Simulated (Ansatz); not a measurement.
# Pb: single points about a listed cell

How do energy, forces, pressure and gap of Pb change under further strains and shifts, distortions that keep the symmetry? Each case is one self-consistent run.

Method: DFT PBEsol, scalar-relativistic, plane waves, PAW, in Ansatz 0.2.0.

1 further run of the same task is left out (set aside as unsound or not needed).

### 1 Starting point

It takes space group P6_3/mmc (No. 194, hexagonal). The conventional cell has a = 3.480 Å, b = 3.480 Å, c = 5.590 Å, α = 90.00°, β = 90.00°, γ = 120.00°. Pb (site symmetry -6m2) has 12 Pb at 3.44 to 3.48 Å as nearest neighbours.

Structure file:

```xyz
2
Lattice="3.4800 0.0000 0.0000 -1.7400 3.0138 0.0000 0.0000 0.0000 5.5900" Properties=species:S:1:pos:R:3 pbc="T T T"
Pb    0.0000    2.0092    1.3975
Pb    1.7400    1.0046    4.1925
```

The structure comes from the Crystallography Open Database.

### 2 A distortion of lower symmetry

The change: strain xx, yy, zz, yz, xz, xy = -5.0, -0.4, +2.1, +2.3, -4.0, +4.0 %; atoms moved by 0.06 Å root mean square, at most 0.06 Å.

input.yaml

```yaml
crystal:
  lattice:
    - [3.3050262559, 0.1392000276, -0.1374948273]
    - [-1.5319623678, 2.9318426742, 0.1374914846]
    - [-0.2208609, 0.1275079, 5.7067192]
  atoms:
    - { symbol: Pb, position: [0.3393339647, 0.6606660353, 0.2414360003] }
    - { symbol: Pb, position: [0.6606660353, 0.3393339647, 0.7585639997] }
basis:
  ecutwfc: 420
kpoints:
  mp_grid: { grid: [12, 12, 8] }
hamiltonian:
  xc: pbesol
scf:
  occupations: { method: gaussian, width: 0.1 }
output:
  forces: true
  stress: true
  eigenvalues: true
```

Run with:

```sh
$ ansatz run input.yaml --threads 1 --pin off --max-ram 1331MiB --backend cpu --events-out ev --progress --plain --runs-dir out
```

### 3 A distortion that keeps the symmetry

input.yaml

```yaml
crystal:
  lattice:
    - [3.431559081, 0.0, 0.0]
    - [-1.7157795405, 2.9718173387, 0.0]
    - [0.0, 0.0, 5.5960372]
  atoms:
    - { symbol: Pb, position: [0.3333333333, 0.6666666667, 0.25] }
    - { symbol: Pb, position: [0.6666666667, 0.3333333333, 0.75] }
basis:
  ecutwfc: 420
kpoints:
  mp_grid: { grid: [15, 15, 8] }
hamiltonian:
  xc: pbesol
scf:
  occupations: { method: gaussian, width: 0.1 }
output:
  forces: true
  stress: true
  eigenvalues: true
```

### 4 A distortion that keeps the symmetry

Edit input.yaml of step 3 so:

```diff
@@ -2,5 +2,5 @@
   lattice:
-    - [3.431559081, 0.0, 0.0]
-    - [-1.7157795405, 2.9718173387, 0.0]
-    - [0.0, 0.0, 5.5960372]
+    - [3.492319893, 0.0, 0.0]
+    - [-1.7461599465, 3.0244377455, 0.0]
+    - [0.0, 0.0, 5.4420886]
   atoms:
@@ -11,3 +11,3 @@
 kpoints:
-  mp_grid: { grid: [15, 15, 8] }
+  mp_grid: { grid: [12, 12, 8] }
 hamiltonian:
```

Q: Predict the outcome of this session. Wanted: for each run, case; energy; pressure; largest force.

The runs gave:

| step | case | energy (meV/atom) | pressure (GPa) | largest force (eV/Å) | gap on the mesh (eV) |
| --- | --- | --- | --- | --- | --- |
| 2 | a distortion of lower symmetry | +0.0 | 3.8 | 0.19 | 0.00 |
| 3 | a distortion that keeps the symmetry | -32.7* | 2.5 | 0.00 | 0.00 |
| 4 | a distortion that keeps the symmetry | -17.4 | 2.2 | 0.00 | 0.00 |

Energies are counted from step 2, with the smearing taken to zero; a star marks another k mesh, which can shift energies by itself, so starred rows don't rank against the others. A gap of 0.00 means none on the mesh at this level.

In words: Among the distorted cells of the listed formula and level the largest force, 0.19 eV/Å, comes in step 2, shared by 2 atoms. The distorted cells of the listed formula and level show no gap on the mesh. The runs treat Pb without spin-orbit coupling.
